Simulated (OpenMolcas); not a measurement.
# Rh⁴⁺ among point charges: CASSCF and CASPT2 levels and susceptibility

Aim: the splitting of the states of Rh⁴⁺ in the field of 5 point charges, its lowest levels with spin-orbit coupling and its magnetic susceptibility.

Method: state-averaged CASSCF and CASPT2, spin-orbit coupling by RASSI with atomic mean-field integrals. Code: OpenMolcas 26.06.

### 1 The system

| Property | Result |
| --- | --- |
| Species | Rh⁴⁺ (rhodium, Z = 45, 41 electrons) |
| Basis | ANO-RCC-VDZP [6s5p3d1f], 43 functions |
| Scalar Hamiltonian | DKH2, point nucleus |
| Inactive shells | 1s 2s 2p 3s 3p 3d 4s 4p |
| Active space | 5 electrons in 5 orbitals (4d) |
| Some configurations of this space | 4d⁵ |
| Orbitals | optimised for each spin and parity, averaged over all roots |

The outer shells:

4d5
```
4d [↑ ][↑ ][↑ ][↑ ][↑ ]
```

The ion sits among 5 point charges of -1.5 e arranged as a trigonal bipyramid (D3h), 1.81 Å from the ion, with the axial distance 2.118 Å.

Each step is its own input file, run in one work folder so that later steps find the files of earlier ones. Labels, J, g values, rates, χT and fits are worked out afterwards by a script from the matrices that RASSI stores.

### 2 GATEWAY and SEWARD: basis and integrals

a.inp

```
&GATEWAY
Coord
1

Rh 0.0 0.0 0.0
Basis=ANO-RCC-VDZP
Group=NoSym
NoMove
AngMom=0.0 0.0 0.0
AMFI
XField
5 Angstrom 0
1.810000 0.000000 0.000000 -1.500000
-0.905000 1.567506 0.000000 -1.500000
-0.905000 -1.567506 0.000000 -1.500000
0.000000 0.000000 2.117700 -1.500000
0.000000 0.000000 -2.117700 -1.500000
&SEWARD
```

Command:

```
$ OMP_NUM_THREADS=1 MOLCAS_MEM=1689 MOLCAS_PROJECT=a pymolcas a.inp > a.log
```

### 3 CASSCF: sextets, 1 root

a.inp

```
&RASSCF
FileOrb=start.orb
Symmetry=1
Spin=6
nActEl=5 0 0
Inactive=18
Ras2=5
CIRoot=1 1 1
SDav=1
CIMx=300
Iter=120 100
PrWF=0.3
OrbListing=Nothing
MaxOrb=0
>>> COPY $Project.JobIph JOB001
```

start.orb holds the contracted functions of the basis, ordered by shell, or the orbitals of the step before.

### 4 CASSCF: quartets, 24 roots

a.inp

```
&RASSCF
FileOrb=start.orb
Symmetry=1
Spin=4
nActEl=5 0 0
Inactive=18
Ras2=5
CIRoot=24 24 1
SDav=24
CIMx=300
Iter=120 100
PrWF=0.3
OrbListing=Nothing
MaxOrb=0
>>> COPY $Project.JobIph JOB002
```

### 5 Reference wave functions, doublets, 75 roots

a.inp

```
&RASSCF
FileOrb=start.orb
Symmetry=1
Spin=2
nActEl=5 0 0
Inactive=18
Ras2=5
CIRoot=75 75 1
SDav=75
CIMx=300
Iter=120 100
PrWF=0.3
OrbListing=Nothing
MaxOrb=0
>>> COPY $Project.JobIph JOB003
```

### 6 RASSI: spin-orbit coupling between the states

a.inp

```
&RASSI
NrOfJobIphs=3 1 24 75
1
1 2 3 4 5 6 7 8 9 10 11 12 13 14 15 16 17 18 19 20 21 22 23 24
1 2 3 4 5 6 7 8 9 10 11 12 13 14 15 16 17 18 19 20 21 22 23 24 25 26 27
28 29 30 31 32 33 34 35 36 37 38 39 40 41 42 43 44 45 46 47 48 49 50 51
52 53 54 55 56 57 58 59 60 61 62 63 64 65 66 67 68 69 70 71 72 73 74 75
IphNames
JOB001
JOB002
JOB003
EJob
SpinOrbit
DIPRint=1.0
SOCoupling=1000.0
Subsets=2
Property=9
'ANGMOM' 1 'ANGMOM' 2 'ANGMOM' 3 'MLTPL  1' 1 'MLTPL  1' 2 'MLTPL  1' 3
'AMFI' 1 'AMFI' 2 'AMFI' 3
SOProperty=3
'ANGMOM' 1 'ANGMOM' 2 'ANGMOM' 3
```

### 7 CASPT2: IPEA 0.25, imaginary shift 0.1 (closed shells correlated: 4s 4p)

a.inp

```
>>> COPY JOB001 $Project.JobIph
&CASPT2
Multistate=1 1
Frozen=14
IPEA=0.25
Imaginary=0.1
MaxIter=60
WThr=0.0 0.3 0.05
PrWF=0.5
NoMix
>>> COPY JOB002 $Project.JobIph
&CASPT2
Multistate=24 1 2 3 4 5 6 7 8 9 10 11 12 13 14 15 16 17 18 19 20 21 22
23 24
NoMult
Frozen=14
IPEA=0.25
Imaginary=0.1
MaxIter=60
WThr=0.0 0.3 0.05
PrWF=0.5
NoMix
>>> COPY JOB003 $Project.JobIph
&CASPT2
Multistate=75 1 2 3 4 5 6 7 8 9 10 11 12 13 14 15 16 17 18 19 20 21 22
23 24 25 26 27 28 29 30 31 32 33 34 35 36 37 38 39 40 41 42 43 44 45 46
47 48 49 50 51 52 53 54 55 56 57 58 59 60 61 62 63 64 65 66 67 68 69 70
71 72 73 74 75
NoMult
Frozen=14
IPEA=0.25
Imaginary=0.1
MaxIter=60
WThr=0.0 0.3 0.05
PrWF=0.5
NoMix
```

(Steps that only read results are left out.)

Before running it: what results should come out? Wanted: spin-free ground state; lowest level; next level.

**Answer**, as computed:

| quantity | value |
| --- | --- |
| method | SS-CASPT2, IPEA 0.25, imaginary shift 0.1 (closed shells correlated: 4s 4p) |
| spin-free ground state | 6A1, 1-fold in its orbital part |
| lowest level | 2-fold E1/2, g = 2.00, 5.99, 5.99 |
| next level | 1.4 cm⁻¹ |
| χT at 300 K | 4.36 cm³ K/mol |
| effective moment at 300 K | 5.91 μB |

Cost by method:

```tsv
method	time of its own steps	time with the reference
A. CASSCF	23 s	23 s
B. SS-CASPT2, IPEA 0.25, imaginary shift 0.1, +4s 4p	8.6 s	32 s
```

Times are of one thread on a shared host.

**Reading.** The spin-free ground state (6A1) comes to 100 % from free-ion S terms and keeps the highest spin of the shell. χT at 300 K is 4.36, against 4.39 cm³ K/mol for the spin alone, as a half-filled shell (L = 0) has no orbital moment. An active space of the d shell alone favours high spin; real ions in strong fields can be low spin. CASPT2 does not keep the components of a term degenerate, and the means are used. The field of point charges can differ much from that of real complexes. With metal d orbitals alone active, the gaps between spin states are rough; where two lie within a few thousand cm-1, their order is open. Point charges carry no covalency, so the field is a model and not that of real ligands.
